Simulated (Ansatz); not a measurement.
# C3H9BO: one species, many methods

The task here is to estimate one member of a computed series from the others.

Computed with Ansatz 0.2.0, Gaussian basis. Level: functionals in def2-TZVPP, the program's frozen cores in correlated methods.

The runs, in order: LDA (SPW92), PBE-D4, revPBE-D4, BLYP-D4, r2SCAN-D4, B97M-V, PBE0-D4, B3LYP-D4, r2SCANh-D4, r2SCAN0-D4, HSE06-D4, BHLYP-D4, CAM-B3LYP-D4, LC-ωPBE, ωB97X-V, ωB97M-V, B2PLYP, PBE-QIDH; CCSD(T)/def2-SVP; CCSD(T)/def2-TZVPP; MP2/def2-QZVPP; extrapolation to the limit; RPA on PBE.

**Structure used throughout**

An earlier PBE0-D4 in a triple-zeta def2 set relaxation fixed the geometry.

14 atoms, charge 0, spin multiplicity 1.

Atoms are counted from 1 here; the program's logs count them from 0.

Bond lengths: C1–C2 1.530 Å, C1–H6 1.093 Å, C1–H7 1.094 Å, C1–H8 1.094 Å, C2–C3 1.530 Å, C2–B4 1.574 Å, C2–H9 1.100 Å, C3–H10 1.094 Å, C3–H11 1.093 Å, C3–H12 1.094 Å, B4–O5 1.354 Å, B4–H13 1.203 Å, O5–H14 0.962 Å. Angles: C2–C1–H6 112.1°, C2–C1–H7 110.9°, C2–C1–H8 110.8°, H6–C1–H7 107.7°, H6–C1–H8 107.5°, H7–C1–H8 107.5°, C1–C2–C3 110.4°, C1–C2–B4 110.0°, C1–C2–H9 108.2°, C3–C2–B4 110.0°, C3–C2–H9 108.2°, B4–C2–H9 110.1°, C2–C3–H10 110.9°, C2–C3–H11 112.1°, C2–C3–H12 110.8°, H10–C3–H11 107.7°, H10–C3–H12 107.5°, H11–C3–H12 107.5° and more.

The first run:

in.yaml

```yaml
crystal:
  periodic: [false, false, false]
  atoms:
    - {symbol: C, position_ang: [-1.383478, 0.565916, 0.170291]}
    - {symbol: C, position_ang: [0.115393, 0.259103, 0.141124]}
    - {symbol: C, position_ang: [0.463649, -0.798051, 1.191218]}
    - {symbol: B, position_ang: [0.532325, -0.247217, -1.289530]}
    - {symbol: O, position_ang: [1.431850, 0.381024, -2.082366]}
    - {symbol: H, position_ang: [-1.656864, 1.353237, -0.537314]}
    - {symbol: H, position_ang: [-1.696838, 0.891322, 1.167143]}
    - {symbol: H, position_ang: [-1.966980, -0.323631, -0.084589]}
    - {symbol: H, position_ang: [0.660010, 1.182461, 0.389233]}
    - {symbol: H, position_ang: [0.153203, -0.474861, 2.189707]}
    - {symbol: H, position_ang: [1.536582, -1.004912, 1.227701]}
    - {symbol: H, position_ang: [-0.046882, -1.741470, 0.976612]}
    - {symbol: H, position_ang: [0.049649, -1.247280, -1.751063]}
    - {symbol: H, position_ang: [1.795280, 1.175260, -1.679265]}
basis:
  gaussian: {orbitals: def2-TZVPP}
hamiltonian: {xc: lda}
output: {orbitals: {seedname: orbitals}}
```

Steps of the session up to this table: LDA; PBE-D4 (GGA); revPBE-D4 (GGA); BLYP-D4 (GGA); r2SCAN-D4 (meta-GGA); B97M-V (meta-GGA); PBE0-D4 (hybrid); B3LYP-D4 (hybrid); r2SCANh-D4 (hybrid); r2SCAN0-D4 (hybrid); HSE06-D4 (hybrid); BHLYP-D4 (hybrid); CAM-B3LYP-D4 (range-separated); LC-ωPBE (range-separated); ωB97X-V (range-separated); ωB97M-V (range-separated); B2PLYP (double hybrid); PBE-QIDH (double hybrid).

One of the session's tables, all rows but one given; the rest of the session is left out.

It belongs to the step «Orbital energies across the functionals». 

| functional | HOMO (eV) | gap (eV) |
| --- | --- | --- |
| LDA (SPW92) | -6.71 | 5.53 |
| PBE-D4 | ? | ? |
| revPBE-D4 | -6.59 | 5.83 |
| BLYP-D4 | -6.58 | 5.82 |
| r2SCAN-D4 | -6.90 | 6.41 |
| B97M-V | -7.04 | 6.45 |
| PBE0-D4 | -8.02 | 8.16 |
| B3LYP-D4 | -7.85 | 7.73 |
| r2SCANh-D4 | -7.42 | 7.28 |
| r2SCAN0-D4 | -8.20 | 8.57 |
| HSE06-D4 | -7.62 | 7.37 |
| BHLYP-D4 | -9.39 | 10.52 |
| CAM-B3LYP-D4 | -9.48 | 10.68 |
| LC-ωPBE | -10.79 | 13.25 |
| ωB97X-V | -10.46 | 12.76 |
| ωB97M-V | -10.33 | 12.35 |

Q: Estimate the row for PBE-D4 from the others.

The run gave: HOMO (eV): -6.63; gap (eV): 5.75. In the column «HOMO (eV)» it lies between LDA (SPW92) (-6.71) and revPBE-D4 (-6.59).
